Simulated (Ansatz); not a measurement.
# Ti (Titanium): the cost of one run

Computed with Ansatz 0.2.0, driven from Python. The levels of theory stand in the script.

## (1) The structure

It takes space group P6/mmm (No. 191, hexagonal). The conventional cell has a = 4.600 Å, b = 4.600 Å, c = 2.820 Å, α = 90.00°, β = 90.00°, γ = 120.00°. Ti (site symmetry 6/mmm) is surrounded by 14 Ti at 2.82 to 3.01 Å. Ti (site symmetry -6m2) has 11 Ti at 2.66 to 3.01 Å as nearest neighbours.

No structure file is read: the coordinates are typed or built in the script.

## (2) The script

paw_lapw_ti.py

```python
"""Checking the PAW result for Ti with LAPW."""

import ansatz as az
import numpy as np


def count_gap(report):
    # lowest empty less highest filled band, counting bands; zero where they overlap
    return max(report.get("gap_by_band_count_ev") or 0.0, 0.0)

system = (
    az.Lattice.of([4.6, 0.0, 0.0], [-2.3, 3.98372, 0.0], [0.0, 0.0, 2.82])
    .atom("Ti", [0.0, 0.0, 0.0])
    .atom("Ti", [1 / 3, 2 / 3, 0.5])
    .atom("Ti", [2 / 3, 1 / 3, 0.5])
)

calc = (
    system.calculation()
    .kpoints(8, 8, 12)
    .functional("PBEsol")
    .occupations("Fermi-Dirac")
    .stress()
    .forces()
    .band_table()
)
variants = {
    "PAW": calc.pseudopotentials("paw"),
    "LAPW": calc.pseudopotentials("all_electron", lapw=True),
}
# totals differ by the cores that each treatment holds, so compare what does not depend on them
rows = []
for label, variant in variants.items():
    summary = variant.run().report
    levels = np.array(summary["eigenvalues_ev"][0]) - summary["fermi_energy_ev"]
    print(label, "levels at the first k-point near E_F:", np.round(levels[np.abs(levels) < 5], 3))
    rows.append((label, summary["n_electrons"], np.trace(summary["stress_gpa"]) / 3, float(np.abs(summary["forces_ev_ang"]).max()), count_gap(summary)))
print("     treatment  electrons in bands           P GPa  max force component eV/A  gap by band count eV")
for row in rows:
    print(f"{str(row[0]):>14s}  {row[1]:18.1f}  {row[2]:14.3f}  {row[3]:24.4f}  {row[4]:20.3f}")
```

## (3) What the engine is handed

The package turns the script's settings into the engine's input (first run):

```yaml
crystal:
  lattice:
    - [4.6, 0.0, 0.0]
    - [-2.3, 3.98372, 0.0]
    - [0.0, 0.0, 2.82]
  atoms:
    - { symbol: Ti, position: [0.0, 0.0, 0.0] }
    - { symbol: Ti, position: [0.3333333333333333, 0.6666666666666666, 0.5] }
    - { symbol: Ti, position: [0.6666666666666666, 0.3333333333333333, 0.5] }
kpoints:
  mp_grid:
    grid: [8, 8, 12]
hamiltonian:
  xc: pbesol
  pseudopotentials:
    kind: paw
scf:
  occupations:
    method: fermi_dirac
output:
  forces: true
  stress: true
  eigenvalues: true
```

## (4) Running it

Launch:

```sh
python paw_lapw_ti.py
```

What time and memory should one allow on 1 thread of Arm Neoverse V1, shared host?

About 37 s, with a peak of 0.6 GiB.
